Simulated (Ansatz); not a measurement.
# ZnCu: from the listed structure to its properties

One table from this session's results is given with a row withheld; the runs are named, their logs left out.

Method: DFT r2SCAN, scalar-relativistic, plane waves, PAW, in Ansatz 0.2.0.

## The structure to begin with

Symmetry: Pm-3m, No. 221, cubic system. Conventional cell: a = 2.945 Å, b = 2.945 Å, c = 2.945 Å, α = 90.00°, β = 90.00°, γ = 90.00°. Zn (site symmetry m-3m) has 8 Cu at 2.55 Å as nearest neighbours. Cu (site symmetry m-3m) is surrounded by 8 Zn at 2.55 Å.

Structure file:

```cif
data_structure
_symmetry_space_group_name_H-M 'P 1'
_symmetry_Int_Tables_number 1
_cell_length_a 2.9450
_cell_length_b 2.9450
_cell_length_c 2.9450
_cell_angle_alpha 90.000
_cell_angle_beta 90.000
_cell_angle_gamma 90.000
_cell_volume 25.54
loop_
_atom_site_label
_atom_site_type_symbol
_atom_site_fract_x
_atom_site_fract_y
_atom_site_fract_z
_atom_site_occupancy
Zn1 Zn 0.50000 0.50000 0.50000 1
Cu1 Cu 0.00000 0.00000 0.00000 1
```

The structure comes from the Crystallography Open Database.

The first run:

(A quick probe on a coarse mesh, which set the mesh and smearing, is not shown.)

Contents of input.yaml:

```yaml
crystal:
  lattice:
    - [2.945, 0.0, 0.0]
    - [0.0, 2.945, 0.0]
    - [0.0, 0.0, 2.945]
  atoms:
    - { symbol: Zn, position: [0.5, 0.5, 0.5] }
    - { symbol: Cu, position: [0.0, 0.0, 0.0] }
basis:
  ecutwfc: 500
kpoints:
  mp_grid: { grid: [14, 14, 14] }
hamiltonian:
  xc: r2scan
scf:
  occupations: { method: gaussian, width: 0.1 }
output:
  forces: true
  stress: true
  eigenvalues: true
  write_density: true
  write_potential: true
  elf: true
  volumetric_format: npy
relax:
  adjacent_minimum: "off"
  f_tol: 0.005
  max_steps: 80
  cell: { stress_tol: 0.05 }
```

Launch:

```
$ ansatz run input.yaml --threads 1 --pin off --max-ram 2560MiB --backend cpu --events-out ev --progress --plain --runs-dir out
```

Steps of the session up to this table: Relaxing cell and atoms; Bands, states and charges; The cell scaled to 0.97 of its volume; Volume × 1.03; The cell scaled to 0.94 of its volume; Volume × 1.06.

One of the session's tables, all rows but one given; the rest of the session is left out.

It belongs to the step «Equation of state». 

```
volume (Å³/atom)  energy above the lowest point (meV/atom)  pressure (GPa)
          11.686                                      21.3            9.71
          12.059                                       5.0            4.42
          12.432                                       0.0           -0.02
          12.805                                         ?               ?
          13.178                                      16.9           -6.83
```

**Question.** Estimate the row for volume (Å³/atom) = 12.805.

Worked estimate for «energy above the lowest point (meV/atom)». A straight line through the neighbours (12.432, 0.0) and (13.178, 16.9) gives 0.0 + (16.9 − 0.0) × (12.805 − 12.432) / (13.178 − 12.432) = 8.4; a parabola fitted to 3 rows on both sides gives 4.0.

As computed: energy above the lowest point (meV/atom): 4.5; pressure (GPa): -3.73. In «energy above the lowest point (meV/atom)» the line misses by +3.9 and the parabola by -0.5.

To keep in mind: The start is a reported cell, which holds thermal expansion that this zero-temperature run lacks.
